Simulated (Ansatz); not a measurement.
**YTl: a single-point run**

Aim: a sound single-point run of YTl. The structure is shown as the input types it.

Program: Ansatz 0.2.0. Level of theory: DFT, PBEsol, all-electron LAPW, scalar-relativistic. These are calculated values, not measurements.

1 further run of the same task is left out (it didn't finish).

### Step 1. Starting point

It takes space group Pm-3m (No. 221, cubic). Conventional cell: a = 3.778 Å, b = 3.778 Å, c = 3.778 Å, α = 90.00°, β = 90.00°, γ = 90.00°. Around Y (site symmetry m-3m) lie 8 Tl at 3.27 Å. Tl (site symmetry m-3m) has 8 Y at 3.27 Å as nearest neighbours.

Structure file:

```
CELL_PARAMETERS angstrom
3.77760 0.00000 0.00000
0.00000 3.77760 0.00000
0.00000 0.00000 3.77760
ATOMIC_POSITIONS crystal
Y 0.50000 0.50000 0.50000
Tl 0.00000 0.00000 0.00000
```

### Step 2. Input and run

The input, input.yaml:

```yaml
crystal:
  lattice:
    - [3.77760313, 0.0, 0.0]
    - [0.0, 3.77760313, 0.0]
    - [0.0, 0.0, 3.77760313]
  atoms:
    - { symbol: "Y", position: [0.5, 0.5, 0.5] }
    - { symbol: Tl, position: [0.0, 0.0, 0.0] }
kpoints:
  mp_grid: { grid: [10, 10, 10] }
  band_path:
    path:
      - [0.0, 0.0, 0.0]
      - [0.0, 0.5, 0.0]
      - [0.5, 0.5, 0.0]
      - [0.0, 0.0, 0.0]
      - [0.5, 0.5, 0.5]
      - [0.0, 0.5, 0.0]
      - [0.5, 0.5, 0.5]
      - [0.5, 0.5, 0.0]
    npoints: 14
scf:
  occupations: { method: methfessel_paxton, width: 1.0 }
  max_iter: 75
hamiltonian:
  xc: pbesol
  pseudopotentials: { kind: all_electron, lapw: { basis_error: 0.001 } }
output:
  forces: true
  stress: true
  eigenvalues: true
  populations: true
```

On the command line:

```console
$ ansatz run input.yaml --threads 1 --pin off --max-ram 2048MiB --backend cpu --events-out ev --progress --plain --runs-dir out
```

Q: Will this input give a usable result? If not, why, and what should change?

The run converged and reported no error. Convergence says nothing about whether the input makes sense.

Look at the input: scf.occupations.method is methfessel_paxton; scf.occupations.width is 1.0. Occupations are smeared over electronvolts, wider than many features of the bands.

The test: set scf.occupations.method to fermi_dirac and scf.occupations.width to 0.05.
